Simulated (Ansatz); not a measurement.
# ZrGeSb: the cost of one run

Computed with Ansatz 0.2.0 (DFT r²SCAN, scalar-relativistic, plane waves, PAW, unless a step's input says otherwise).

1 further run of the same task is left out (set aside as unsound or not needed).

## 1. The system as given

The structure is tetragonal, space group P4/nmm (No. 129). Conventional cell: a = 3.822 Å, b = 3.822 Å, c = 8.715 Å, α = 90.00°, β = 90.00°, γ = 90.00°. Ge (site symmetry -4m2) is surrounded by 4 Ge at 2.70 Å and 4 Zr at 2.89 Å. Sb (site symmetry 4mm) is surrounded by 5 Zr at 2.96 to 3.16 Å and 4 Sb at 3.33 Å. Around Zr (site symmetry 4mm) lie 4 Ge at 2.89 Å and 5 Sb at 2.96 to 3.16 Å.

Coordinates:

```cif
data_structure
_symmetry_space_group_name_H-M 'P 1'
_symmetry_Int_Tables_number 1
_cell_length_a 3.8216
_cell_length_b 3.8216
_cell_length_c 8.7151
_cell_angle_alpha 90.000
_cell_angle_beta 90.000
_cell_angle_gamma 90.000
_cell_volume 127.28
loop_
_atom_site_label
_atom_site_type_symbol
_atom_site_fract_x
_atom_site_fract_y
_atom_site_fract_z
_atom_site_occupancy
Ge1 Ge 0.50000 0.50000 0.00000 1
Ge2 Ge 0.00000 0.00000 0.00000 1
Sb1 Sb 0.50000 0.00000 0.61167 1
Sb2 Sb 0.00000 0.50000 0.38833 1
Zr1 Zr 0.50000 0.00000 0.24941 1
Zr2 Zr 0.00000 0.50000 0.75059 1
```

## 2. At the starting volume

input.yaml

```yaml
crystal:
  lattice:
    - [3.821628378, 0.0, 0.0]
    - [0.0, 3.821628378, 0.0]
    - [0.0, 0.0, 8.7151498991]
  atoms:
    - { symbol: Ge, position: [0.5, 0.5, 0.0] }
    - { symbol: Ge, position: [0.0, 0.0, 0.0] }
    - { symbol: Sb, position: [0.5, 0.0, 0.61167466] }
    - { symbol: Sb, position: [0.0, 0.5, 0.38832534] }
    - { symbol: Zr, position: [0.5, 0.0, 0.24941071] }
    - { symbol: Zr, position: [0.0, 0.5, 0.75058929] }
basis:
  ecutwfc: 500
  ecutrho_ratio: 4
kpoints:
  mp_grid: { grid: [8, 8, 4] }
hamiltonian:
  xc: r2scan
scf:
  occupations: { method: gaussian, width: 0.05 }
output:
  forces: true
  stress: true
  eigenvalues: true
```

Command:

```
> ansatz run input.yaml --threads 8 --pin off --max-ram 15360MiB --backend cpu --events-out ev --progress --plain --runs-dir out
```

Q: Estimate wall time and peak memory on 8 threads of Intel Xeon at 2.50GHz (Skylake/Cascade Lake), shared host.

About 13 s, with a peak of 1.1 GiB.
